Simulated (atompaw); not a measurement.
# A PAW (atompaw) potential for promethium, from input to tests

Aim: build the potential from the settings below, then test how well it stands in for the atom: scattering, ghost states and the plane-wave cutoff that it needs.

The numbers are computed with atompaw 4.2.0.5 (PBE, scalar-relativistic, spin-unpolarised reference atom).

## Step 1: The design

The settings as typed:

| Property | Result |
| --- | --- |
| element | promethium (Pm, Z = 61) |
| type | PAW |
| frozen core | [Kr] 4d10 4f4 |
| valence charge | 11 |
| reference configuration | 5s2 5p6 5d0 6s0 6p0 (charge +3) |
| partial waves | 5s (bound); 6s (bound, empty); 5p (bound); 6p (bound, empty); 5d (bound, empty); 5d channel at 0.2 Ry |
| local potential | bessel scheme, radius 2.35 bohr |
| core correction | smooth core density matched at 1.35 bohr |
| augmentation charge | sinc compensation charge, radius 2.15 bohr; PAW radius 2.55 bohr; waves and projectors: bloechl |

An earlier all-electron run gives the scale for the radii.

All-electron outer shells of the reference configuration (PBE, scalar-relativistic, ld1.x):

```csv
shell,level (eV),outermost node (bohr),outermost maximum (bohr)
5s,-69.27,0.70,1.27
5p,-49.04,0.75,1.44
4f,-31.65,–,0.62
5d,-24.30,0.85,1.89
6s,-21.64,1.65,3.01
6p,-16.66,1.91,3.50
5f,-9.21,1.32,4.01
```

## Step 2: The generation run

Pm.input reads:

```
Pm 61
GGA-PBE scalarrelativistic loggrid 2001 logderivrange -7 5 301
6 6 5 4 0 0
6 0 0
6 1 0
5 2 0
4 3 4
0 0 0
c
c
c
c
v
v
c
c
c
v
v
c
c
v
c
2
2.55 2.15 2.35 1.35
n
n
y
0.2
n
bloechl sinc
bessel
PWSCFOUT
UPFDX 0.0125d0 UPFXMIN -7.d0 UPFZMESH 61.d0
END
```

Launch:

```console
atompaw < Pm.input > Pm.log
```

Q: Predict the outcome of this session. Wanted: cutoffs for 10 and 1 mRy, occupied levels; bound ghosts; largest phase difference near zero energy, channels read; lowest eigenvalue of the overlap; share of valence orbitals outside the PAW sphere; UPF file.

The runs gave:

| quantity | value |
| --- | --- |
| cutoffs for 10 and 1 mRy, occupied levels | 21 Ry and 25 Ry |
| bound ghosts | none found |
| largest phase difference near zero energy, channels read | 0.009 rad |
| lowest eigenvalue of the overlap (Bessel basis) | 0.374 (s) |
| share of valence orbitals outside the PAW sphere | 5s 2 %, 6s 77 %, 5p 6 %, 6p 88 %, 5d 30 % |
| UPF file | written |

**Reading.** By its cutoff, 21 Ry for the looser tolerance, it is soft on the atom at that tolerance. No bound ghost shows below the valence levels. Near zero energy the phases of the channels with partial waves agree within 0.009 rad. Note that the frozen 4f shell (-32 eV) lies higher than the valence 5s shell (-69 eV).
